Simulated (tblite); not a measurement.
# C6H14Ge: the cost of one run

The runs use tblite 0.8.0 and PySCF 2.14.0, with density-fitted response routines of our own; the level of theory stands in each step. All values are computed, except where a source is named. Atoms count from 0, in the outputs and in this text.

## 1. The molecule as given

21 atoms, charge 0, multiplicity 1; geometry from: force field or distance geometry start.

Bonds of the start (Å): C0–C1 1.51, C1–C2 1.52, C2–C3 1.51, C3–C4 1.51, C4–C5 1.53, C5–Ge6 1.95, Ge6–C2 1.95, C0–H7 1.10, C0–H8 1.12, C0–H9 1.12, C1–H10 1.13, C1–H11 1.09, C2–H12 1.11, C3–H13 1.12, C3–H14 1.11, C4–H15 1.10, C4–H16 1.11, C5–H17 1.10, C5–H18 1.12, Ge6–H19 1.54, Ge6–H20 1.54.

## 2. Relaxing the molecule with GFN2-xTB

What the job is given:

```
{"job": {"kind": "relax", "xc": "GFN2-xTB", "basis": "xTB"}, "charge": 0, "multiplicity": 1}
C     -2.713100     0.519300     0.242100
C     -1.692600    -0.417400    -0.353400
C     -0.367000    -0.308800     0.378400
C      0.686300    -1.225700    -0.189100
C      1.994700    -0.831900     0.459200
C      2.333300     0.563200    -0.064800
Ge     0.557200     1.367500    -0.008100
H     -2.516500     0.654100     1.318500
H     -2.647600     1.503700    -0.282100
H     -3.744900     0.129400     0.056200
H     -2.062800    -1.460400    -0.107700
H     -1.598700    -0.345600    -1.438700
H     -0.458400    -0.466900     1.471000
H      0.435000    -2.294700     0.004400
H      0.783100    -1.014600    -1.275200
H      2.771900    -1.567400     0.190400
H      1.826300    -0.770100     1.550200
H      2.778900     0.563200    -1.065900
H      2.935600     1.087600     0.715500
H      0.420300     2.406500     1.117000
H      0.270200     1.926000    -1.409100
```

Started as:

```bash
> OMP_NUM_THREADS=1 python probes_run.py task.json out
```

The driver reads the jobs from task.json and runs them one after another.

**Question.** How long does this first job take on 1 thread of Arm Neoverse N1, shared host, and how much memory does it need?

About 1.1 s, with a peak of 0.18 GiB.
